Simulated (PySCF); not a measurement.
# C₄H₁₃NO₂: field gradients at the nuclei, part 2 of 2

Aim: the electric field gradients and quadrupole couplings of C₄H₁₃NO₂ at several levels. Each job file holds the settings and the coordinates that a driver script hands to the program.

PySCF 2.14.0, density-fitted response routines.

## 5. Field gradients, B3LYP/def2-TZVPP

Input file job.txt:

```
{"job": {"kind": "efgt", "xc": "B3LYP", "basis": "def2-TZVPP"}, "charge": 0, "multiplicity": 1}
C      2.169651    -0.419614     1.063128
C      1.249504    -0.209758    -0.120942
N     -0.103961    -0.665994     0.151473
O     -0.636803     0.209651     1.138532
C     -0.967968    -0.575023    -1.018363
C     -2.345218    -1.142823    -0.747845
O     -0.610117     2.679921    -0.224577
H      3.195469    -0.104227     0.821152
H      1.828778     0.166812     1.928719
H      2.191649    -1.481064     1.353990
H      1.234093     0.855076    -0.428098
H      1.604617    -0.793422    -0.984797
H     -0.911658    -0.371940     1.855093
H     -1.034792     0.474286    -1.367445
H     -0.469428    -1.156383    -1.810306
H     -2.963307    -1.111708    -1.657136
H     -2.862439    -0.558691     0.027403
H     -2.277082    -2.187974    -0.408172
H      0.173604     3.122824     0.115772
H     -0.757663     1.965208     0.414997
```

The log of the run:

```text
coarse grid: 15640 points
cycle   1  E = -365.3895569042  dE =  4.606e-01  |g| = 9.916e-01  |ddm| = 3.016e+00
cycle   2  E = -365.1339953545  dE =  2.556e-01  |g| = 1.548e+00  |ddm| = 2.137e+00
cycle   3  E = -365.5697133827  dE = -4.357e-01  |g| = 1.390e-01  |ddm| = 1.577e+00
cycle   4  E = -365.5729119896  dE = -3.199e-03  |g| = 6.486e-02  |ddm| = 1.562e-01
cycle   5  E = -365.5738194278  dE = -9.074e-04  |g| = 1.803e-02  |ddm| = 5.874e-02
cycle   6  E = -365.5738668659  dE = -4.744e-05  |g| = 6.565e-03  |ddm| = 1.463e-02
cycle   7  E = -365.5738745236  dE = -7.658e-06  |g| = 9.567e-04  |ddm| = 4.394e-03
final grid: 226048 points
cycle   8  E = -365.5658641229  dE = -1.475e-04  |g| = 7.270e-03  |ddm| = 1.243e-01
cycle   9  E = -365.5658587456  dE =  5.377e-06  |g| = 8.589e-03  |ddm| = 1.298e-02
cycle  10  E = -365.5658759248  dE = -1.718e-05  |g| = 6.933e-04  |ddm| = 7.020e-03
cycle  11  E = -365.5658759753  dE = -5.048e-08  |g| = 4.558e-04  |ddm| = 8.810e-04
cycle  12  E = -365.5658760121  dE = -3.682e-08  |g| = 6.774e-05  |ddm| = 3.126e-04
cycle  13  E = -365.5658760128  dE = -7.483e-10  |g| = 2.599e-05  |ddm| = 6.367e-05
converged SCF energy = -365.5658760128

Field-gradient tensors (au): xx yy zz xy xz yz
  0 C     0.00670   -0.02220    0.01551   -0.00369    0.02682   -0.01872
  1 C     0.17295   -0.09683   -0.07612    0.10244   -0.06958   -0.03019
  2 N     0.34903   -0.86178    0.51275   -0.30360   -0.33432    1.17969
  3 O    -1.45284    0.31314    1.13970   -0.42393   -1.56746    0.39820
  4 C     0.00689   -0.14486    0.13797   -0.00427    0.15030   -0.01738
  5 C     0.02342   -0.00965   -0.01377    0.02876   -0.00750   -0.01240
  6 O     0.16229    0.14004   -0.30233    1.32315    0.45923   -0.66913
  7 H     0.21836   -0.10498   -0.11338    0.10945   -0.08352   -0.02818
  8 H    -0.09756   -0.02005    0.11761   -0.06815   -0.09693    0.17027
  9 H    -0.13601    0.24177   -0.10575   -0.00806    0.00490   -0.10185
 10 H    -0.11752    0.21909   -0.10156   -0.00095    0.00081   -0.09779
 11 H    -0.08295   -0.02471    0.10766   -0.06442   -0.09966    0.16782
 12 H    -0.19437    0.03284    0.16153    0.10471   -0.16717   -0.28815
 13 H    -0.11951    0.20372   -0.08422   -0.02102    0.01362   -0.10942
 14 H    -0.04613   -0.02720    0.07334   -0.09612   -0.12286    0.15266
 15 H    -0.00671   -0.13793    0.14464   -0.00409    0.18822   -0.01108
 16 H    -0.04426   -0.02136    0.06563   -0.09944   -0.13569    0.15192
 17 H    -0.13061    0.22980   -0.09919   -0.02409    0.00649   -0.11829
 18 H     0.22390   -0.07582   -0.14808    0.28223    0.20179    0.09111
 19 H    -0.17850    0.12399    0.05451    0.09386   -0.04934   -0.29668
```

Wall time 28 s (8 threads of Intel Xeon Platinum 8488C (Sapphire Rapids), shared host); peak memory 2.6 GiB.

## 6. Field gradients, CAM-B3LYP/def2-TZVPP

Edit job.txt of step 5 so:

```diff
@@ -1,2 +1,2 @@
-{"job": {"kind": "efgt", "xc": "B3LYP", "basis": "def2-TZVPP"}, "charge": 0, "multiplicity": 1}
+{"job": {"kind": "efgt", "xc": "CAM-B3LYP", "basis": "def2-TZVPP"}, "charge": 0, "multiplicity": 1}
 C      2.169651    -0.419614     1.063128
```

The log of the run:

```text
coarse grid: 15640 points
cycle   1  E = -365.2557479775  dE =  5.599e-01  |g| = 8.766e-01  |ddm| = 2.997e+00
cycle   2  E = -365.2001417092  dE =  5.561e-02  |g| = 1.085e+00  |ddm| = 1.304e+00
cycle   3  E = -365.3947741734  dE = -1.946e-01  |g| = 8.012e-02  |ddm| = 7.570e-01
cycle   4  E = -365.3957615432  dE = -9.874e-04  |g| = 3.868e-02  |ddm| = 8.044e-02
cycle   5  E = -365.3960482624  dE = -2.867e-04  |g| = 1.198e-02  |ddm| = 3.374e-02
cycle   6  E = -365.3960713884  dE = -2.313e-05  |g| = 4.068e-03  |ddm| = 1.095e-02
cycle   7  E = -365.3960746020  dE = -3.214e-06  |g| = 7.038e-04  |ddm| = 3.788e-03
final grid: 226048 points
cycle   8  E = -365.3893359088  dE = -1.009e-04  |g| = 5.270e-03  |ddm| = 8.978e-02
cycle   9  E = -365.3893373342  dE = -1.425e-06  |g| = 4.620e-03  |ddm| = 9.424e-03
cycle  10  E = -365.3893417170  dE = -4.383e-06  |g| = 5.553e-04  |ddm| = 3.200e-03
cycle  11  E = -365.3893417527  dE = -3.574e-08  |g| = 3.403e-04  |ddm| = 7.945e-04
cycle  12  E = -365.3893417740  dE = -2.125e-08  |g| = 3.554e-05  |ddm| = 2.316e-04
cycle  13  E = -365.3893417743  dE = -3.517e-10  |g| = 1.556e-05  |ddm| = 6.909e-05
converged SCF energy = -365.3893417743

Field-gradient tensors (au): xx yy zz xy xz yz
  0 C     0.00653   -0.02299    0.01646   -0.00401    0.02777   -0.01901
  1 C     0.17568   -0.09773   -0.07795    0.10354   -0.06913   -0.03166
  2 N     0.35154   -0.87527    0.52373   -0.30708   -0.34183    1.19371
  3 O    -1.43665    0.29479    1.14187   -0.42331   -1.56087    0.40770
  4 C     0.00793   -0.14664    0.13870   -0.00321    0.15309   -0.01807
  5 C     0.02436   -0.00997   -0.01439    0.02959   -0.00819   -0.01260
  6 O     0.16305    0.14244   -0.30549    1.31347    0.44936   -0.66134
  7 H     0.21935   -0.10552   -0.11383    0.11000   -0.08390   -0.02838
  8 H    -0.09807   -0.02012    0.11819   -0.06854   -0.09742    0.17111
  9 H    -0.13672    0.24296   -0.10624   -0.00807    0.00497   -0.10233
 10 H    -0.11821    0.22067   -0.10246   -0.00094    0.00086   -0.09842
 11 H    -0.08338   -0.02477    0.10816   -0.06469   -0.10008    0.16873
 12 H    -0.19464    0.03251    0.16212    0.10507   -0.16753   -0.28897
 13 H    -0.12017    0.20496   -0.08479   -0.02109    0.01387   -0.11011
 14 H    -0.04625   -0.02735    0.07361   -0.09668   -0.12346    0.15345
 15 H    -0.00672   -0.13863    0.14535   -0.00408    0.18906   -0.01120
 16 H    -0.04452   -0.02146    0.06597   -0.09990   -0.13638    0.15270
 17 H    -0.13121    0.23094   -0.09973   -0.02424    0.00649   -0.11890
 18 H     0.22469   -0.07617   -0.14852    0.28285    0.20236    0.09169
 19 H    -0.17884    0.12388    0.05496    0.09403   -0.04975   -0.29726
```

Wall time 35 s (8 threads of Intel Xeon Platinum 8488C (Sapphire Rapids), shared host); peak memory 2.9 GiB.

## 7. Field gradients, HF/def2-TZVPP

Edit job.txt of step 6 so:

```diff
@@ -1,2 +1,2 @@
-{"job": {"kind": "efgt", "xc": "CAM-B3LYP", "basis": "def2-TZVPP"}, "charge": 0, "multiplicity": 1}
+{"job": {"kind": "efgt", "xc": "HF", "basis": "def2-TZVPP"}, "charge": 0, "multiplicity": 1}
 C      2.169651    -0.419614     1.063128
```

The log of the run:

```text
final grid: 226048 points
cycle   1  E = -363.1741336116  dE =  7.975e-01  |g| = 7.210e-01  |ddm| = 2.946e+00
cycle   2  E = -363.2739203344  dE = -9.979e-02  |g| = 3.903e-01  |ddm| = 7.526e-01
cycle   3  E = -363.3002185105  dE = -2.630e-02  |g| = 8.260e-02  |ddm| = 2.438e-01
cycle   4  E = -363.3021955071  dE = -1.977e-03  |g| = 1.839e-02  |ddm| = 1.073e-01
cycle   5  E = -363.3022971274  dE = -1.016e-04  |g| = 6.721e-03  |ddm| = 2.628e-02
cycle   6  E = -363.3023115372  dE = -1.441e-05  |g| = 2.214e-03  |ddm| = 8.816e-03
cycle   7  E = -363.3023143198  dE = -2.783e-06  |g| = 7.129e-04  |ddm| = 4.844e-03
cycle   8  E = -363.3023146786  dE = -3.589e-07  |g| = 2.805e-04  |ddm| = 1.573e-03
cycle   9  E = -363.3023147380  dE = -5.934e-08  |g| = 7.921e-05  |ddm| = 6.666e-04
cycle  10  E = -363.3023147438  dE = -5.811e-09  |g| = 2.643e-05  |ddm| = 2.223e-04
cycle  11  E = -363.3023147443  dE = -4.655e-10  |g| = 9.744e-06  |ddm| = 5.808e-05
converged SCF energy = -363.3023147443

Field-gradient tensors (au): xx yy zz xy xz yz
  0 C     0.00431   -0.01060    0.00629   -0.00090    0.01116   -0.01508
  1 C     0.16351   -0.08174   -0.08177    0.09727   -0.07768   -0.02629
  2 N     0.36419   -0.92714    0.56295   -0.32436   -0.37011    1.25850
  3 O    -1.49891    0.27249    1.22642   -0.42666   -1.64564    0.41184
  4 C    -0.00570   -0.13343    0.13913   -0.01158    0.14884   -0.01216
  5 C     0.00645   -0.00173   -0.00472    0.01689   -0.00269   -0.01074
  6 O     0.17660    0.15660   -0.33320    1.39077    0.47549   -0.70647
  7 H     0.22562   -0.10852   -0.11710    0.11311   -0.08629   -0.02922
  8 H    -0.10055   -0.02097    0.12152   -0.07031   -0.10006    0.17588
  9 H    -0.14045    0.24981   -0.10937   -0.00834    0.00511   -0.10549
 10 H    -0.12089    0.22675   -0.10586   -0.00096    0.00080   -0.10103
 11 H    -0.08494   -0.02576    0.11070   -0.06622   -0.10268    0.17321
 12 H    -0.19420    0.03397    0.16023    0.10364   -0.16654   -0.28569
 13 H    -0.12312    0.20987   -0.08675   -0.02144    0.01478   -0.11274
 14 H    -0.04718   -0.02848    0.07566   -0.09920   -0.12627    0.15765
 15 H    -0.00695   -0.14253    0.14948   -0.00411    0.19443   -0.01147
 16 H    -0.04556   -0.02247    0.06803   -0.10258   -0.14006    0.15694
 17 H    -0.13507    0.23758   -0.10251   -0.02473    0.00683   -0.12245
 18 H     0.22348   -0.07621   -0.14727    0.28163    0.20286    0.09031
 19 H    -0.17575    0.12110    0.05466    0.09315   -0.04745   -0.29323
```

Run time: 11 s. Hardware: 8 threads of Intel Xeon Platinum 8488C (Sapphire Rapids), shared host; peak memory 2.9 GiB.

## 8. Comparison

Largest principal value Vzz, in atomic units:

```
    atom  PBE0/def2-TZVPP  PBE/def2-TZVPP  B3LYP/def2-TZVPP  CAM-B3LYP/def2-TZVPP  HF/def2-TZVPP
      C1           0.0469          0.0500            0.0427                0.0442         0.0213
      C2           0.2161          0.2150            0.2263                0.2291         0.2197
      N3          -1.5129         -1.4626           -1.5449               -1.5644        -1.6496
      O4          -2.1803         -2.1440           -2.2093               -2.1900        -2.2907
      C5           0.2265          0.2242            0.2371                0.2405         0.2330
      C6           0.0471          0.0501            0.0429                0.0445         0.0227
      O7          -1.6260         -1.5969           -1.6482               -1.6297        -1.7284
      H8           0.2782          0.2768            0.2721                0.2733         0.2811
      H9           0.2769          0.2755            0.2706                0.2719         0.2794
     H10           0.2758          0.2744            0.2696                0.2709         0.2787
     H11           0.2532          0.2515            0.2466                0.2483         0.2550
     H12           0.2692          0.2679            0.2626                0.2639         0.2706
     H13           0.4554          0.4587            0.4519                0.4531         0.4487
     H14           0.2489          0.2477            0.2422                0.2437         0.2495
     H15           0.2691          0.2678            0.2625                0.2639         0.2706
     H16           0.2783          0.2769            0.2721                0.2734         0.2812
CPU time            2 min         2.4 min           1.8 min               2.2 min           46 s
```

Couplings eQVzz/h in MHz (234.9647 × Q in barn × Vzz), with Q = 0.02044 (14N), -0.02558 (17O), 0.00285783 (2H):

```
     nucleus  PBE0/def2-TZVPP  PBE/def2-TZVPP  B3LYP/def2-TZVPP  CAM-B3LYP/def2-TZVPP  HF/def2-TZVPP
14N (atom 3)           -7.266          -7.025            -7.420                -7.513         -7.923
17O (atom 4)           13.104          12.886            13.279                13.163         13.768
17O (atom 7)            9.773           9.598             9.906                 9.795         10.388
 2H (atom 8)            0.187           0.186             0.183                 0.184          0.189
 2H (atom 9)            0.186           0.185             0.182                 0.183          0.188
2H (atom 10)            0.185           0.184             0.181                 0.182          0.187
2H (atom 11)            0.170           0.169             0.166                 0.167          0.171
2H (atom 12)            0.181           0.180             0.176                 0.177          0.182
2H (atom 13)            0.306           0.308             0.303                 0.304          0.301
2H (atom 14)            0.167           0.166             0.163                 0.164          0.168
```

## 9. Outcome

What follows sums up all 2 parts.

| quantity | value |
| --- | --- |
| coupling of 14N (atom 3), PBE0/def2-TZVPP | -7.266 MHz |
| coupling of 17O (atom 4), PBE0/def2-TZVPP | 13.104 MHz |
| coupling of 17O (atom 7), PBE0/def2-TZVPP | 9.773 MHz |
| coupling of 2H (atom 8), PBE0/def2-TZVPP | 0.187 MHz |
| coupling of 2H (atom 9), PBE0/def2-TZVPP | 0.186 MHz |

**Reading.** The largest coupling, that of 17O, runs from 12.886 (PBE/def2-TZVPP) to 13.768 MHz (HF/def2-TZVPP). The gradients are non-relativistic, at the equilibrium geometry and in principal axes; measured couplings hold vibrational averaging and refer to the inertial axes. The def2 sets are stiff near the nuclei, which limits their accuracy.
